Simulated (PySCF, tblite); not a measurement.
**C₃H₁₁ClO₂Si₂: geometry, infrared bands and NMR shifts**

Wanted: the infrared bands and NMR shifts of C₃H₁₁ClO₂Si₂ (`CC(C)O[SiH2]O[SiH2]Cl`), by calculation.

The runs use tblite 0.8.0 and PySCF 2.14.0, with density-fitted response routines of our own; the level of theory stands in each step. All values are computed, except where a source is named. Atoms count from 0, in the outputs and in this text.

## (1) The starting structure

19 atoms, charge 0, multiplicity 1; geometry from: force field or distance geometry start.

Bonds of the start (Å): C0–C1 1.52, C1–C2 1.52, C1–O3 1.43, O3–Si4 1.67, Si4–O5 1.65, O5–Si6 1.65, Si6–Cl7 2.04, C0–H8 1.10, C0–H9 1.10, C0–H10 1.08, C1–H11 1.10, C2–H12 1.11, C2–H13 1.09, C2–H14 1.10, Si4–H15 1.48, Si4–H16 1.48, Si6–H17 1.49, Si6–H18 1.49.

## (2) Relaxing the molecule with GFN2-xTB

Job settings and geometry (Å):

```
{"job": {"kind": "relax", "xc": "GFN2-xTB", "basis": "xTB"}, "charge": 0, "multiplicity": 1}
C     -1.285000     1.411700    -0.675000
C     -1.329600    -0.030000    -0.204800
C     -2.756400    -0.521000    -0.051300
O     -0.716000    -0.102900     1.085300
Si     0.785000    -0.800300     1.271800
O      1.867300    -0.049900     0.275300
Si     3.504200    -0.033200     0.043000
Cl     3.837400     1.084000    -1.629900
H     -1.774300     2.075000     0.051100
H     -1.798600     1.522200    -1.636700
H     -0.264500     1.763600    -0.780700
H     -0.822000    -0.675300    -0.930900
H     -3.316500     0.081900     0.693900
H     -2.783200    -1.554000     0.298400
H     -3.300300    -0.458000    -1.007800
H      1.228800    -0.676000     2.683100
H      0.709200    -2.227700     0.901600
H      4.008700    -1.414000    -0.198500
H      4.196100     0.613100     1.193000
```

Command:

```console
$ OMP_NUM_THREADS=1 python probes_run.py task.json out
```

One launch serves the whole session: the jobs run in the order shown.

**Question.** This job is followed by: GFN2-xTB harmonic vibrations, gas phase; GIAO PBE0/pcSseg-1 NMR shielding, non-relativistic, gas phase. What will the session give for the following? strongest single infrared mode (GFN2-xTB); zero-point energy (GFN2-xTB); 13C shifts against TMS (PBE0/pcSseg-1, means over atoms taken as alike); 1H shifts against TMS (PBE0/pcSseg-1, means over atoms taken as alike); 17O shifts against H2O (PBE0/pcSseg-1); 29Si shifts against TMS (PBE0/pcSseg-1); 35Cl shifts against HCl (PBE0/pcSseg-1).

The runs gave:

| quantity | value |
| --- | --- |
| strongest single infrared mode (GFN2-xTB) | 1096 cm⁻¹, 552 km/mol |
| zero-point energy (GFN2-xTB) | 85.6 kcal/mol |
| 13C shifts against TMS (PBE0/pcSseg-1, means over atoms taken as alike) | 70.0, 26.7 ppm |
| 1H shifts against TMS (PBE0/pcSseg-1, means over atoms taken as alike) | 5.47, 4.91, 4.78, 1.32 ppm |
| 17O shifts against H2O (PBE0/pcSseg-1) | 94.9, 90.3 ppm |
| 29Si shifts against TMS (PBE0/pcSseg-1) | -31.1, -50.8 ppm |
| 35Cl shifts against HCl (PBE0/pcSseg-1) | 45 ppm |

The optimisation took 288 steps and gained 0.374 eV; among the close pairs (by a distance rule), O3–Si4 changed most, from 1.666 to 1.603 Å. All 51 modes are real, so the xTB geometry is a minimum. The strongest single mode, at 1096 cm⁻¹, moves mainly O5. GFN2-xTB is a fitted tight-binding method: band positions and strengths are rough. Its intensities can rank the bands wrongly. At PBE0/pcSseg-1: The widest tensor belongs to Cl7: span 274 ppm, with a paramagnetic part of -248 ppm.
